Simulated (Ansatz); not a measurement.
**CH₄BSb (SMILES [BH]1[CH2][SbH]1): functionals against CCSD(T) at one geometry**

One table from this session's results is given with a row withheld; the runs are named, their logs left out.

The runs use Ansatz 0.2.0, Gaussian basis; single points in def2-TZVPP.

Cores are frozen in the correlated methods. Filled d shells of the heavier atoms are correlated. Core potentials replace the inner electrons past krypton, and spin-orbit coupling is left out.

### Where the work starts

SMILES `[BH]1[CH2][SbH]1`, 7 atoms, charge 0, spin multiplicity 1.

Atoms are counted from 1 here; the program's logs count them from 0.

Bond lengths: B1–C2 1.508 Å, B1–Sb3 2.112 Å, B1–H4 1.224 Å, C2–Sb3 2.336 Å, C2–H5 1.116 Å, C2–H6 0.965 Å, Sb3–H7 1.746 Å. Angles: C2–B1–Sb3 78.4°, C2–B1–H4 135.0°, Sb3–B1–H4 133.3°, B1–C2–Sb3 62.4°, B1–C2–H5 119.5°, B1–C2–H6 116.8°, Sb3–C2–H5 135.6°, Sb3–C2–H6 90.0°, H5–C2–H6 119.2°, B1–Sb3–C2 39.2°, B1–Sb3–H7 86.3°, C2–Sb3–H7 99.2°.

Coordinates:

```xyz
7
CH4BSb
B    -0.54910    0.13130   -0.65460
C    -0.26210    0.50920    0.77630
Sb    1.55790    0.00140   -0.59640
H    -1.41540   -0.52320   -1.21910
H    -0.80800   -0.00750    1.60100
H     0.09940    1.39080    0.92990
H     1.34160   -1.72730   -0.71710
```

Set-up of the first run:

run/in.yaml reads:

```yaml
crystal:
  periodic: [false, false, false]
  atoms:
    - {symbol: B, position_ang: [-0.549100, 0.131300, -0.654600]}
    - {symbol: C, position_ang: [-0.262100, 0.509200, 0.776300]}
    - {symbol: Sb, position_ang: [1.557900, 0.001400, -0.596400]}
    - {symbol: H, position_ang: [-1.415400, -0.523200, -1.219100]}
    - {symbol: H, position_ang: [-0.808000, -0.007500, 1.601000]}
    - {symbol: H, position_ang: [0.099400, 1.390800, 0.929900]}
    - {symbol: H, position_ang: [1.341600, -1.727300, -0.717100]}
basis:
  gaussian: {orbitals: def2-TZVPP}
correlation: {method: ccsd_t}
output: {forces: true}
```

No record of the launch command was kept for these runs.

Among the steps run: CCSD(T)/def2-TZVPP; PBE0-D4/def2-TZVPP; wB97M-V/def2-TZVPP; r2SCAN-D4/def2-TZVPP; PBE-D4/def2-TZVPP; CAM-B3LYP-D4/def2-TZVPP; HSE06-D4/def2-TZVPP.

One table of the session follows, with a row left open; its other results are not shown here.

```
      method  RMS force component (eV/Å)  angle to CCSD(T) forces (°)  dipole (D)
     CCSD(T)                       2.008                    reference        0.52
     PBE0-D4                       2.028                          4.0        0.53
     wB97M-V                           ?                            ?           ?
   r2SCAN-D4                       2.007                          3.7        0.56
      PBE-D4                       2.047                          5.0        0.59
CAM-B3LYP-D4                       2.003                          5.0        0.55
    HSE06-D4                       2.028                          3.9        0.53
```

Estimate the missing values for wB97M-V.

**Answer.** RMS force component (eV/Å): 2.008; angle to CCSD(T) forces (°): 4.3; dipole (D): 0.55.
